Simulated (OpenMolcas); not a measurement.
**Ce²⁺ among point charges: CASSCF and CASPT2 levels and susceptibility**

How does a field of 6 point charges split the states of Ce²⁺, and what χT follows?

Program: OpenMolcas 26.06. Level of theory: state-averaged CASSCF and CASPT2, spin-orbit coupling by RASSI with atomic mean-field integrals. These are calculated values, not measurements, unless marked.

**1. The system**

- Species: Ce²⁺ (cerium, Z = 58, 56 electrons)
- Basis: ANO-RCC-VDZP [7s6p4d2f1g], 68 functions
- Scalar Hamiltonian: DKH2, point nucleus
- Inactive shells: 1s 2s 2p 3s 3p 3d 4s 4p 4d 5s 5p
- Active space: 2 electrons in 7 orbitals (4f)
- Some configurations of this space: 4f2
- Orbitals: optimised for the highest spin of each parity, averaged over all roots

The outer shells:

4f2
```
4f [↑ ][↑ ][  ][  ][  ][  ][  ]
```

The ion sits among 6 point charges of -0.5 e arranged as a trigonal antiprism (D3d), 2.93 Å from the ion, with a polar angle of 50.9° against the regular 54.74°.

Each step is its own input file, run in one work folder so that later steps find the files of earlier ones. Labels, J, g values, rates, χT and fits are worked out afterwards by a script from the matrices that RASSI stores. The input lists half of the charges; inversion (Group=XYZ) makes the rest.

**2. Basis and integrals**

Input file a.inp:

```
&GATEWAY
Coord
1

Ce 0.0 0.0 0.0
Basis=ANO-RCC-VDZP
Group=XYZ
NoMove
AngMom=0.0 0.0 0.0
AMFI
XField
3 Angstrom 0
0.000000 2.273949 1.847717 -0.500000
1.969297 -1.136974 1.847717 -0.500000
1.969297 1.136974 -1.847717 -0.500000
&SEWARD
```

On the command line:

```console
> OMP_NUM_THREADS=1 MOLCAS_MEM=2252 MOLCAS_PROJECT=a pymolcas a.inp > a.log
```

**3. Reference wave functions, triplets of even parity, 21 roots**

Input file a.inp:

```
&RASSCF
FileOrb=start.orb
Symmetry=1
Spin=3
nActEl=2 0 0
Inactive=15 12
Ras2=0 7
CIRoot=21 21 1
SDav=21
CIMx=300
Iter=120 100
PrWF=0.3
OrbListing=Nothing
MaxOrb=0
>>> COPY $Project.JobIph JOB001
```

start.orb holds the contracted functions of the basis, ordered by shell, or the orbitals of the step before.

**4. CASSCF: singlets of even parity, 28 roots**

Input file a.inp:

```
&RASSCF
FileOrb=start.orb
Symmetry=1
Spin=1
nActEl=2 0 0
Inactive=15 12
Ras2=0 7
CIRoot=28 28 1
SDav=28
CIMx=300
Iter=120 100
PrWF=0.3
OrbListing=Nothing
MaxOrb=0
CIOnly
>>> COPY $Project.JobIph JOB002
```

**5. State interaction with spin-orbit coupling**

Input file a.inp:

```
&RASSI
NrOfJobIphs=2 21 27
1 2 3 4 5 6 7 8 9 10 11 12 13 14 15 16 17 18 19 20 21
1 2 3 4 5 6 7 8 9 10 11 12 13 14 15 16 17 18 19 20 21 22 23 24 25 26 27
IphNames
JOB001
JOB002
EJob
SpinOrbit
DIPRint=1.0
SOCoupling=1000.0
Subsets=2
Property=9
'ANGMOM' 1 'ANGMOM' 2 'ANGMOM' 3 'MLTPL  1' 1 'MLTPL  1' 2 'MLTPL  1' 3
'AMFI' 1 'AMFI' 2 'AMFI' 3
SOProperty=3
'ANGMOM' 1 'ANGMOM' 2 'ANGMOM' 3
```

**6. CASPT2: IPEA 0.25, imaginary shift 0.1 (closed shells correlated: 5s 5p)**

Input file a.inp:

```
>>> COPY JOB001 $Project.JobIph
&CASPT2
Multistate=21 1 2 3 4 5 6 7 8 9 10 11 12 13 14 15 16 17 18 19 20 21
NoMult
Frozen=14 9
IPEA=0.25
Imaginary=0.1
MaxIter=60
WThr=0.0 0.3 0.05
PrWF=0.5
NoMix
>>> COPY JOB002 $Project.JobIph
&CASPT2
Multistate=27 1 2 3 4 5 6 7 8 9 10 11 12 13 14 15 16 17 18 19 20 21 22
23 24 25 26 27
NoMult
Frozen=14 9
IPEA=0.25
Imaginary=0.1
MaxIter=60
WThr=0.0 0.3 0.05
PrWF=0.5
NoMix
```

(Steps that only read results are left out.)

Before running it: what results should come out? Wanted: spin-free ground state; first state of the same spin within the active space; lowest level; next level.

**Answer**, as computed:

```
                                            quantity                                                                        value
                                              method  SS-CASPT2, IPEA 0.25, imaginary shift 0.1 (closed shells correlated: 5s 5p)
                              spin-free ground state                                               3E, 2-fold in its orbital part
first state of the same spin within the active space                                                              3E at 29.6 cm⁻¹
                                        lowest level                                               2-fold E, g = 0.00, 0.00, 6.12
                                          next level                                                                    59.9 cm⁻¹
                                         χT at 300 K                                                               1.63 cm³ K/mol
                           effective moment at 300 K                                                                      3.61 μB
```

Cost by method:

| method | time of its own steps | time with the reference |
| --- | --- | --- |
| A. CASSCF | 6 s | 6 s |
| B. SS-CASPT2, IPEA 0.25, imaginary shift 0.1, +5s 5p | 7.4 s | 13 s |

Times are of one thread on a shared host.

In words: The spin-free ground state (3E) comes to 100 % from free-ion H terms and keeps the highest spin of the shell. The singlets rest on orbitals optimised for another spin in at least one step, which raises them against the optimised states. Not all states of the active space went into the spin-orbit step. CASPT2 does not keep the components of a term degenerate, and the means are used. This is an electrostatic model: the charges have no orbitals.
